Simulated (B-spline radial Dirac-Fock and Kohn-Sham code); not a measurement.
**Elastic scattering of electrons by Mo**

Wanted: how strongly Mo scatters electrons elastically, and to which angles, at 8 energies.

Method: Dirac partial waves in the static field of the Dirac-Fock density with Furness-McCarthy exchange, no polarisation or absorption; computed with B-spline radial Dirac-Fock and Kohn-Sham code, version 3.

### 1 The system

Atomic molybdenum, 1s2 2s2 2p6 3s2 3p6 3d10 4s2 4p6 4d5 5s1.

```yaml
nuclear_charge: 42
electrons: 42
mass_number: 98
nuclear_rms_radius: 4.4091 fm
```

Outer shells as boxes (Hund's rule, for the drawing alone; heavy ions are jj-coupled, and the calculation averages over the configuration):

```
[Kr] core
4d [↑ ][↑ ][↑ ][↑ ][↑ ]
5s [↑ ]
```

### 2 52.90 eV

The run's settings:

```ini
task = elastic
Z = 42
charge = 0
configuration = 1s2 2s2 2p6 3s2 3p6 3d10 4s2 4p6 4d5 5s1
mass_number = 98
rms_radius = 4.4091  # fm
projectile = electron
energy = 52.9  # eV
theta = [5, 10, 15, 20, 25, 30, 35, 40, 45, 50, 55, 60, 65, 70, 75, 80, 85, 90, 95, 100, 105, 110, 115, 120, 125, 130, 135, 140, 145, 150, 155, 160, 165, 170, 175]  # deg
```

### 3 107.0 eV

Settings, as recorded:

```ini
task = elastic
projectile = electron
energy = 107.0  # eV
theta = [5, 10, 15, 20, 25, 30, 35, 40, 45, 50, 55, 60, 65, 70, 75, 80, 85, 90, 95, 100, 105, 110, 115, 120, 125, 130, 135, 140, 145, 150, 155, 160, 165, 170, 175]  # deg
```

### 4 142.0 eV

Settings, as recorded:

```ini
task = elastic
projectile = electron
energy = 142.0  # eV
theta = [5, 10, 15, 20, 25, 30, 35, 40, 45, 50, 55, 60, 65, 70, 75, 80, 85, 90, 95, 100, 105, 110, 115, 120, 125, 130, 135, 140, 145, 150, 155, 160, 165, 170, 175]  # deg
```

### 5 196.0 eV

Settings, as recorded:

```ini
task = elastic
projectile = electron
energy = 196.0  # eV
theta = [5, 10, 15, 20, 25, 30, 35, 40, 45, 50, 55, 60, 65, 70, 75, 80, 85, 90, 95, 100, 105, 110, 115, 120, 125, 130, 135, 140, 145, 150, 155, 160, 165, 170, 175]  # deg
```

### 6 320.0 eV

Settings, as recorded:

```ini
task = elastic
projectile = electron
energy = 320.0  # eV
theta = [5, 10, 15, 20, 25, 30, 35, 40, 45, 50, 55, 60, 65, 70, 75, 80, 85, 90, 95, 100, 105, 110, 115, 120, 125, 130, 135, 140, 145, 150, 155, 160, 165, 170, 175]  # deg
```

### 7 5110 eV

The run's settings:

```ini
task = elastic
projectile = electron
energy = 5110.0  # eV
theta = [5, 10, 15, 20, 25, 30, 35, 40, 45, 50, 55, 60, 65, 70, 75, 80, 85, 90, 95, 100, 105, 110, 115, 120, 125, 130, 135, 140, 145, 150, 155, 160, 165, 170, 175]  # deg
```

### 8 17800 eV

The run's settings:

```ini
task = elastic
projectile = electron
energy = 17800.0  # eV
theta = [5, 10, 15, 20, 25, 30, 35, 40, 45, 50, 55, 60, 65, 70, 75, 80, 85, 90, 95, 100, 105, 110, 115, 120, 125, 130, 135, 140, 145, 150, 155, 160, 165, 170, 175]  # deg
```

### 9 58700 eV

The run's settings:

```ini
task = elastic
projectile = electron
energy = 58700.0  # eV
theta = [5, 10, 15, 20, 25, 30, 35, 40, 45, 50, 55, 60, 65, 70, 75, 80, 85, 90, 95, 100, 105, 110, 115, 120, 125, 130, 135, 140, 145, 150, 155, 160, 165, 170, 175]  # deg
```

(Steps that only read results are left out.)

Before running it: what results should come out? Wanted: largest Sherman function.

**Answer**, as computed:

| quantity | value |
| --- | --- |
| σ at 52.90 and 58700 eV | 47.4 and 0.656 bohr² |
| backward share there | 15.9 and 0.0600 % |
| largest Sherman function | -0.546 at 105°, 107.0 eV |

What this shows: It takes about 2.7 elastic collisions to lose the direction at 52.90 eV and 170 at 58700 eV (σ over the first transport cross section). Deep diffraction minima show in the angular distribution up to 320.0 eV. Spin-orbit coupling polarises the scattered beam strongly near 105° at 107.0 eV. Under about 200 eV a static field without polarisation is a poor model.
